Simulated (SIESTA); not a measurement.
# CuO2 (Cmcm) in SIESTA: further runs, part 2 of 2

SIESTA 5.4.2. The steps go on from the part before.

**4. Single point, LDA, 10.23 Å³/atom**

Input file CuO2.fdf:

```
SystemName                      CuO2
SystemLabel                     CuO2
NumberOfSpecies                 2
NumberOfAtoms                   6
%block ChemicalSpeciesLabel
  1  29 Cu
  2   8 O
%endblock ChemicalSpeciesLabel

LatticeConstant                 1.0 Ang
%block LatticeVectors
     1.3935232678    -5.1403228671     0.0000000000
     1.3935232678     5.1403228671     0.0000000000
     0.0000000000     0.0000000000     4.2847218851
%endblock LatticeVectors
AtomicCoordinatesFormat         Fractional
%block AtomicCoordinatesAndAtomicSpecies
     0.1672530000     0.8327470000     0.7500000000  1  Cu
     0.8327470000     0.1672530000     0.2500000000  1  Cu
     0.7889700000     0.2110300000     0.7500000000  2  O
     0.2110300000     0.7889700000     0.2500000000  2  O
     0.5514860000     0.4485140000     0.7500000000  2  O
     0.4485140000     0.5514860000     0.2500000000  2  O
%endblock AtomicCoordinatesAndAtomicSpecies

%block kgrid.MonkhorstPack
    8   0   0  0.0
    0   8   0  0.0
    0   0   4  0.0
%endblock kgrid.MonkhorstPack
XC.Functional                   LDA
XC.Authors                      PW92
PAO.BasisSize                   DZP
PAO.EnergyShift                 0.003 Ry
Mesh.Cutoff                     800 Ry
OccupationFunction              FD
ElectronicTemperature           0.05 eV
MaxSCFIterations                120
SCF.MustConverge                false
SCF.Mixer.Method                Pulay
SCF.Mixer.Weight                0.25
SCF.Mixer.History               8
SCF.DM.Tolerance                5.0e-05
SCF.H.Tolerance                 1.0e-03 eV
WriteForces                     true
Charge.Mulliken                 end
%block PAO.Basis
  Cu 5
  n=3 0 2
    2.379 0.000
  n=4 0 2
    7.181 0.000
  n=3 1 2
    2.662 0.000
  n=4 1 1
    7.181
  n=3 2 2
    4.908 0.000
%endblock PAO.Basis
```

Launch:

```sh
$ siesta < CuO2.fdf > CuO2.out 2>&1
```

Run time: 3.6 min. Hardware: 1 thread of Arm Neoverse V1, shared host; peak memory 0.89 GiB.

The run converged. Its results:

```
Free energy            : -12097.0686 eV
Pressure               : -6.6 GPa
Largest force          : 0.251 eV/Å
Band gap on the k mesh : none (metal or under the smearing width)
```

Caveat: the k mesh is coarse (spacing up to 0.37 Å⁻¹), so the values aren't converged; short orbitals over semicore shells can move pressures by several GPa; the basis of atomic orbitals isn't converged, which shifts pressures, moduli and gaps; the run has no spin polarisation, though such a crystal can be magnetic; semilocal functionals often make such compounds metallic where correlation or magnetic order opens a gap, which also shifts bond lengths.

**5. Single point, LDA, 10.44 Å³/atom**

CuO2.fdf: that of step 4 with these lines changed.

```diff
@@ -11,5 +11,5 @@
 %block LatticeVectors
-     1.3935232678    -5.1403228671     0.0000000000
-     1.3935232678     5.1403228671     0.0000000000
-     0.0000000000     0.0000000000     4.2847218851
+     1.4031340768    -5.1757744899     0.0000000000
+     1.4031340768     5.1757744899     0.0000000000
+     0.0000000000     0.0000000000     4.3142726250
 %endblock LatticeVectors
```

Launch:

```sh
$ siesta CuO2.fdf > CuO2.out 2>&1
```

Run time: 3.5 min. Hardware: 1 thread of Arm Neoverse V1, shared host; peak memory 0.88 GiB.

It converged, with:

```
Free energy            : -12097.0026 eV
Pressure               : -9.9 GPa
Largest force          : 0.212 eV/Å
Band gap on the k mesh : none (metal or under the smearing width)
```

Caveat: the k mesh is coarse (spacing up to 0.36 Å⁻¹), so the values aren't converged; short orbitals over semicore shells can move pressures by several GPa; the basis of atomic orbitals isn't converged, which shifts pressures, moduli and gaps; the run has no spin polarisation, though such a crystal can be magnetic; semilocal functionals often make such compounds metallic where correlation or magnetic order opens a gap, which also shifts bond lengths.

**6. Single point, LDA, 10.66 Å³/atom**

CuO2.fdf: that of step 5 with these lines changed.

```diff
@@ -11,5 +11,5 @@
 %block LatticeVectors
-     1.4031340768    -5.1757744899     0.0000000000
-     1.4031340768     5.1757744899     0.0000000000
-     0.0000000000     0.0000000000     4.3142726250
+     1.4126150000    -5.2107470000     0.0000000000
+     1.4126150000     5.2107470000     0.0000000000
+     0.0000000000     0.0000000000     4.3434240000
 %endblock LatticeVectors
```

Potentials or basis: PseudoDojo 0.4 standard (LDA files), DZP (energy shift 0.003 Ry; two zetas on semicore shells).

Launch:

```sh
$ siesta < CuO2.fdf > CuO2.out 2>&1
```

It took 3.4 min on 1 thread of Arm Neoverse V1, shared host; peak memory 0.86 GiB.

Results (log left out):

```yaml
Free_energy: -12096.9123 eV
Pressure: -12.7 GPa
Largest_force: 0.418 eV/Å
Band_gap_on_the_k_mesh: none (metal or under the smearing width)
```

Caveat: the k mesh is coarse (spacing up to 0.36 Å⁻¹), so the values aren't converged; short orbitals over semicore shells can move pressures by several GPa; the basis of atomic orbitals isn't converged, which shifts pressures, moduli and gaps; the run has no spin polarisation, though such a crystal can be magnetic; semilocal functionals often make such compounds metallic where correlation or magnetic order opens a gap, which also shifts bond lengths.

**7. Single point, LDA, 10.87 Å³/atom**

CuO2.fdf: that of step 6 with these lines changed.

```diff
@@ -11,5 +11,5 @@
 %block LatticeVectors
-     1.4126150000    -5.2107470000     0.0000000000
-     1.4126150000     5.2107470000     0.0000000000
-     0.0000000000     0.0000000000     4.3434240000
+     1.4219703389    -5.2452562640     0.0000000000
+     1.4219703389     5.2452562640     0.0000000000
+     0.0000000000     0.0000000000     4.3721892356
 %endblock LatticeVectors
```

Launch:

```sh
$ siesta < CuO2.fdf > CuO2.out 2>&1
```

Wall time 3.2 min (1 thread of Arm Neoverse V1, shared host); peak memory 0.85 GiB.

The run converged. Its results:

```
Free energy            : -12096.8006 eV
Pressure               : -15.2 GPa
Largest force          : 0.605 eV/Å
Band gap on the k mesh : none (metal or under the smearing width)
```

Caveat: short orbitals over semicore shells can move pressures by several GPa; the basis of atomic orbitals isn't converged, which shifts pressures, moduli and gaps; the run has no spin polarisation, though such a crystal can be magnetic; semilocal functionals often make such compounds metallic where correlation or magnetic order opens a gap, which also shifts bond lengths.

**8. Single point, LDA, 11.08 Å³/atom**

CuO2.fdf: that of step 7 with these lines changed.

```diff
@@ -11,5 +11,5 @@
 %block LatticeVectors
-     1.4219703389    -5.2452562640     0.0000000000
-     1.4219703389     5.2452562640     0.0000000000
-     0.0000000000     0.0000000000     4.3721892356
+     1.4312041712    -5.2793173240     0.0000000000
+     1.4312041712     5.2793173240     0.0000000000
+     0.0000000000     0.0000000000     4.4005808704
 %endblock LatticeVectors
```

Launch:

```sh
$ siesta CuO2.fdf > CuO2.out 2>&1
```

It took 3.1 min on 1 thread of Arm Neoverse V1, shared host; peak memory 0.83 GiB.

The run converged. Its results:

- Free energy: -12096.6702 eV
- Pressure: -17.4 GPa
- Largest force: 0.779 eV/Å
- Band gap on the k mesh: none (metal or under the smearing width)

Caveat: short orbitals over semicore shells can move pressures by several GPa; the basis of atomic orbitals isn't converged, which shifts pressures, moduli and gaps; the run has no spin polarisation, though such a crystal can be magnetic; semilocal functionals often make such compounds metallic where correlation or magnetic order opens a gap, which also shifts bond lengths.

**9. Single point, LDA, 11.30 Å³/atom**

CuO2.fdf: that of step 8 with these lines changed.

```diff
@@ -11,5 +11,5 @@
 %block LatticeVectors
-     1.4312041712    -5.2793173240     0.0000000000
-     1.4312041712     5.2793173240     0.0000000000
-     0.0000000000     0.0000000000     4.4005808704
+     1.4403203671    -5.3129444556     0.0000000000
+     1.4403203671     5.3129444556     0.0000000000
+     0.0000000000     0.0000000000     4.4286108036
 %endblock LatticeVectors
```

Potentials or basis: PseudoDojo 0.4 standard (LDA files), DZP (energy shift 0.003 Ry; two zetas on semicore shells).

Launch:

```sh
$ siesta CuO2.fdf > CuO2.out 2>&1
```

Run time: 3.5 min. Hardware: 1 thread of Arm Neoverse V1, shared host; peak memory 0.95 GiB.

It converged, with:

* Free energy: -12096.5232 eV
* Pressure: -19.3 GPa
* Largest force: 0.937 eV/Å
* Band gap on the k mesh: none (metal or under the smearing width)

Caveat: short orbitals over semicore shells can move pressures by several GPa; the basis of atomic orbitals isn't converged, which shifts pressures, moduli and gaps; the run has no spin polarisation, though such a crystal can be magnetic; semilocal functionals often make such compounds metallic where correlation or magnetic order opens a gap, which also shifts bond lengths.

**10. Equation of state, LDA**

Potentials or basis: PseudoDojo 0.4 standard (LDA files), DZP (energy shift 0.003 Ry; two zetas on semicore shells).

This step only gathers the single runs of the series.

What came out:

* Equilibrium volume: 9.86 Å³/atom (rough: see the caveat)
* Bulk modulus at fixed shape and positions: 197 GPa (rough)

Energy against volume, from the lowest point:
| volume (Å³/atom) | energy (meV/atom) |
| --- | --- |
| 10.018 | 0.00 |
| 10.231 | 6.45 |
| 10.444 | 17.46 |
| 10.657 | 32.51 |
| 10.870 | 51.13 |
| 11.083 | 72.86 |
| 11.296 | 97.35 |

Caveat: the k mesh is coarse (spacing up to 0.36 Å⁻¹), so the values aren't converged; the minimum lies outside the volumes run; short orbitals over semicore shells can move pressures by several GPa; the cell was scaled at fixed shape and fractional positions, which overstates the stiffness of a crystal with free parameters, most of all of layers and chains; the basis of atomic orbitals isn't converged, which shifts pressures, moduli and gaps; the run has no spin polarisation, though such a crystal can be magnetic.
